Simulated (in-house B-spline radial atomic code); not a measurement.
# Dy⁵⁺: ionisation energy by several methods

Aim: the ionisation energy of Dy⁵⁺ by several methods, each as the difference of two self-consistent energies (Dy⁵⁺ and the next ion, [Kr] 4d10 4f8 5s2 5p4).

Method: Dirac-Coulomb, several functionals; spherical all-electron atom at the radial basis limit. Code: in-house B-spline radial atomic code version 1.

## (1) Starting point

* element: dysprosium (Z = 66)
* charge: +5
* electrons: 61
* configuration: [Kr] 4d10 4f8 5s2 5p5
* nucleus: Fermi, rms radius 5.222 fm

The outer shells:

[Kr] 4d10 4f8 5s2 5p5
```
[Kr] core
4d [↑↓][↑↓][↑↓][↑↓][↑↓]
4f [↑↓][↑ ][↑ ][↑ ][↑ ][↑ ][↑ ]
5s [↑↓]
5p [↑↓][↑↓][↑ ]
```

The boxes only draw the filling; these runs are spin-restricted and spherical.

## (2) BP86, a GGA

Settings of the run:

```ini
Z = 66
electrons = 61.0
configuration = [Kr] 4d10 4f8 5s2 5p5
hamiltonian = dirac
method = b88,p86
spin_polarised = False
nucleus = fermi
rms_radius = 5.2218
mass_number = 164
atomic_mass = 163.929180819
speed_of_light = 137.035999084
```

## (3) PBE, a GGA

The settings differ from step 2 so:

```diff
@@ -4,3 +4,3 @@
 hamiltonian = dirac
-method = b88,p86
+method = pbe,pbe
 spin_polarised = False
```

## (4) BLYP, a GGA

The settings differ from step 3 so:

```diff
@@ -4,3 +4,3 @@
 hamiltonian = dirac
-method = pbe,pbe
+method = b88,lyp
 spin_polarised = False
```

## (5) LDA (VWN5)

The settings differ from step 4 so:

```diff
@@ -4,3 +4,3 @@
 hamiltonian = dirac
-method = b88,lyp
+method = lda,vwn
 spin_polarised = False
```

## (6) AM05, a GGA

The settings differ from step 5 so:

```diff
@@ -4,3 +4,3 @@
 hamiltonian = dirac
-method = lda,vwn
+method = am05
 spin_polarised = False
```

## (7) RPBE, a GGA

The settings differ from step 6 so:

```diff
@@ -4,3 +4,3 @@
 hamiltonian = dirac
-method = am05
+method = rpbe,pbe
 spin_polarised = False
```

Before running: The tabulated ionisation energy is 93 ± 5 eV (tabulated theoretical; NIST Atomic Spectra Database). What does each method give, and which comes nearest?

**Answer**, as computed:

| method | rung | total energy (hartree) | ΔSCF (eV) | with Breit, QED, recoil (eV) | −ε highest (eV) | corrected ΔSCF less tabulated (eV) |
| --- | --- | --- | --- | --- | --- | --- |
| LDA (VWN5) | LDA | -12153.1389 | 92.669 | 92.579 | 71.640 (4f7/2) | -0.421 |
| BP86 | GGA | -12162.7446 | 92.472 | 92.382 | 71.373 (4f7/2) | -0.618 |
| PBE | GGA | -12161.0759 | 92.321 | 92.231 | 71.258 (4f7/2) | -0.769 |
| BLYP | GGA | -12161.9399 | 92.169 | 92.079 | 71.041 (4f7/2) | -0.921 |
| AM05 | GGA | -12153.4588 | 92.418 | 92.328 | 71.389 (4f7/2) | -0.672 |
| RPBE | GGA | -12161.5145 | 92.254 | 92.165 | 71.191 (4f7/2) | -0.835 |

What this shows: The tabulated ionisation energy is 93 ± 5 eV (tabulated theoretical; NIST Atomic Spectra Database). LDA (VWN5) comes nearest (-0.421 eV) and BLYP is farthest (-0.921 eV, 0.99 %). The table's own uncertainty is as large as these misses, so the order means little. PBE is off by -0.769 eV. Open shells are averaged (over orientations, and over spins where the run is restricted), while tables refer to the lowest levels. ΔSCF removes a 5p electron, which is never the highest level here, so the two columns refer to different electrons.
